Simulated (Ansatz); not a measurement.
# CH8Ge2: the cost of one run

All numbers below are computed with Ansatz 0.2.0 (RKS PBE/def2-SVP).

## Step 1: The starting structure

Bond lengths: Ge1–H2 1.750 Å, Ge1–Ge3 2.600 Å, Ge3–H4 1.550 Å, Ge3–H5 1.550 Å, Ge3–H6 1.550 Å, Ge1–H7 1.549 Å, Ge1–C8 1.959 Å, C8–H9 1.110 Å, C8–H10 1.110 Å, C8–H11 1.110 Å. Angles (14 of 18 angles, heavy atoms first): Ge3–Ge1–C8 122.5°, H2–Ge1–Ge3 54.3°, H2–Ge1–C8 119.0°, Ge3–Ge1–H7 122.5°, H7–Ge1–C8 109.5°, Ge1–Ge3–H4 106.1°, Ge1–Ge3–H5 80.3°, Ge1–Ge3–H6 136.7°, Ge1–C8–H9 109.5°, Ge1–C8–H10 109.5°, Ge1–C8–H11 109.5°, H2–Ge1–H7 119.0°, H4–Ge3–H5 109.4°, H4–Ge3–H6 109.4°.

As a file:

```xyz
11

Ge    0.0000    0.0000    0.0000
H     0.6512    0.0000    1.6243
Ge    2.5246    0.0000    0.6220
H     3.0101   -1.4611    0.4430
H     2.5923    0.7367   -0.7400
H     3.4349    0.7244    1.6462
H    -0.7300    1.2648   -0.5162
C    -0.9232   -1.5994   -0.6527
H    -1.4228   -2.1111    0.1962
H    -1.6833   -1.3066   -1.4068
H    -0.1873   -2.2880   -1.1178
```

## Step 2: Pulling towards end A

Springs on the bonds that form and break draw the guess towards this end; the thresholds are loose.

The input, input.yaml:

```yaml
crystal:
  periodic: [false, false, false]
  atoms:
    - { symbol: Ge, position_ang: [0.0, 0.0, 0.0] }
    - { symbol: H, position_ang: [0.6512, 0.0, 1.6243] }
    - { symbol: Ge, position_ang: [2.5246, 0.0, 0.622] }
    - { symbol: H, position_ang: [3.0101, -1.4611, 0.443] }
    - { symbol: H, position_ang: [2.5923, 0.7367, -0.74] }
    - { symbol: H, position_ang: [3.4349, 0.7244, 1.6462] }
    - { symbol: H, position_ang: [-0.73, 1.2648, -0.5162] }
    - { symbol: C, position_ang: [-0.9232, -1.5994, -0.6527] }
    - { symbol: H, position_ang: [-1.4228, -2.1111, 0.1962] }
    - { symbol: H, position_ang: [-1.6833, -1.3066, -1.4068] }
    - { symbol: H, position_ang: [-0.1873, -2.288, -1.1178] }
basis:
  gaussian: { orbitals: def2-SVP }
hamiltonian:
  xc: pbe
relax:
  f_tol: 0.15
  max_steps: 25
  restrain:
    - { distance: [1, 2], at: 2.75, k: 30.0 }
    - { distance: [0, 1], at: 1.55, k: 30.0 }
    - { distance: [0, 2], at: 2.4, k: 30.0 }
```

On the command line:

```sh
$ ansatz run input.yaml --threads 4 --pin off --max-ram 5120MiB --backend cpu --events-out ev --progress --plain --runs-dir out
```

**Question.** How long does this run take on 4 threads of Intel Xeon 6975P-C (Granite Rapids), shared host, and how much memory does it need?

About 4.3 s, with a peak of 0.2 GiB.
